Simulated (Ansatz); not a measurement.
# In3TeCl: the cost of one run

Program: Ansatz 0.2.0. Level of theory: DFT LDA, scalar-relativistic, plane waves, PAW. These are calculated values, not measurements.

### Step 1. The starting structure

It takes space group Pm-3m (No. 221, cubic). The conventional cell has a = 5.220 Å, b = 5.220 Å, c = 5.220 Å, α = 90.00°, β = 90.00°, γ = 90.00°. Te (site symmetry m-3m) is surrounded by 12 In at 3.69 Å. Cl (site symmetry m-3m) has 6 In at 2.61 Å as nearest neighbours. In (site symmetry 4/mmm) has 2 Cl at 2.61 Å and 4 Te at 3.69 Å and 8 In at 3.69 Å as nearest neighbours.

Coordinates:

```
CELL_PARAMETERS angstrom
5.22000 0.00000 0.00000
0.00000 5.22000 0.00000
0.00000 0.00000 5.22000
ATOMIC_POSITIONS crystal
Te 0.00000 0.00000 0.00000
Cl 0.50000 0.50000 0.50000
In 0.50000 0.50000 0.00000
In 0.50000 0.00000 0.50000
In 0.00000 0.50000 0.50000
```

The cell was made up by rule, so the compound may not exist in this form.

The cell is the ideal cubic antiperovskite prototype; whether it is the stable structure of this composition wasn't checked.

### Step 2. Seeking zero pressure, try 1

input.yaml

```yaml
crystal:
  lattice:
    - [5.22, 0.0, 0.0]
    - [0.0, 5.22, 0.0]
    - [0.0, 0.0, 5.22]
  atoms:
    - { symbol: Te, position: [0.0, 0.0, 0.0] }
    - { symbol: Cl, position: [0.5, 0.5, 0.5] }
    - { symbol: In, position: [0.5, 0.5, 0.0] }
    - { symbol: In, position: [0.5, 0.0, 0.5] }
    - { symbol: In, position: [0.0, 0.5, 0.5] }
basis:
  ecutwfc: 420
kpoints:
  mp_grid: { grid: [4, 4, 4] }
hamiltonian:
  xc: lda
scf:
  occupations: { method: gaussian, width: 0.05 }
output:
  forces: true
  stress: true
  eigenvalues: true
```

Started as:

```bash
> ansatz run input.yaml --threads 1 --pin off --max-ram 1228MiB --backend cpu --events-out ev --progress --plain --runs-dir out
```

Q: Estimate wall time and peak memory on 1 thread of Arm Neoverse N1, shared host.

About 7 s, with a peak of 0.39 GiB.
